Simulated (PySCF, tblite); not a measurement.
# C₂H₁₂NSi₃ radical, a small gas-phase stand-in for a defect centre (Si site with back bonds [SiH3], N[SiH3], C): EPR parameters

Aim: the EPR parameters of `[CH2][Si](C)([SiH3])N[SiH3]`. It is drawn as: carbon radical.

Programs: tblite 0.8.0 and PySCF 2.14.0. All values are calculated, for the isolated system unless a continuum is named. Atoms count from 0, parts from 1.

## Step 1: Starting point

18 atoms, charge 0, multiplicity 2; geometry: distance geometry start.

## Step 2: Relaxing the cluster with GFN2-xTB

What the job is given:

```
{"job": {"kind": "relax", "xc": "GFN2-xTB", "basis": "xTB"}, "charge": 0, "multiplicity": 2}
Si    -0.375275    -0.820850     0.748024
Si    -1.176064    -0.292904    -1.246105
N      0.693110    -2.280397     0.633252
Si     1.691612    -2.413865    -0.876074
C     -1.780185    -1.186572     1.895736
C      0.592279     0.608042     1.442847
H     -0.089131    -0.123868    -2.145595
H     -1.974032    -1.345570    -1.716289
H     -1.927923     0.879254    -1.166337
H      1.164136    -2.580023     1.505918
H      0.832301    -2.500884    -2.022957
H      2.520335    -1.248031    -0.998377
H      2.523945    -3.558058    -0.808833
H     -2.629391    -0.715488     1.559203
H     -1.545986    -0.838895     2.837746
H     -1.937746    -2.229375     1.912037
H      0.036409     1.379282     1.868617
H      1.476575     0.349266     1.910672
```

Level: GFN2-xTB geometry optimisation, gas phase.

The run is started by

```bash
$ OMP_NUM_THREADS=1 python cluster_run.py task.json out
```

The driver reads the jobs from task.json and runs them one after another.

**Question.** The jobs that follow are: PBE0-D3(BJ)/def2-SVP geometry optimisation, gas phase; UKS B3LYP, IGLO-III on C N Si, pcH-1 on H, non-relativistic, mean-field spin-orbit, GIAO; UKS BHandHLYP, IGLO-III on C N Si, pcH-1 on H, non-relativistic, mean-field spin-orbit, GIAO. Predict: point group; rotational constants (main isotopes); g(iso) (B3LYP); ⟨S²⟩; largest a(iso).

The runs gave:

| quantity | value |
| --- | --- |
| point group | C1 |
| rotational constants (main isotopes) | 1.94, 1.25, 1.00 GHz |
| g(iso) (B3LYP) | 2.00258 |
| ⟨S²⟩ | 0.754 (exact 0.75) |
| largest a(iso) | 13C on C5, 72.7 MHz |

The start of the PBE0/def2-SVP relaxation was shaken at random by about 0.01 Å, so part of the energy gained, and of the first lengths quoted, undoes that. The optimisation took 15 steps and gained 0.309 eV; among the close pairs (by a distance rule), Si3–H11 changed most, from 1.449 to 1.499 Å (PBE0/def2-SVP). Most of the unpaired spin sits on C5 (1.02 e). The isotropic g lies 0.3 ppt above the free-electron value. The coupling of 13C on C5 runs from 72.7 (B3LYP/IGLO-III+pcH-1) to 93.3 MHz (BHandHLYP/IGLO-III+pcH-1). A capped cluster stands for the solid here, so long-range fields and strain are missing, and bands or shifts of the capping hydrogens have no counterpart in it.
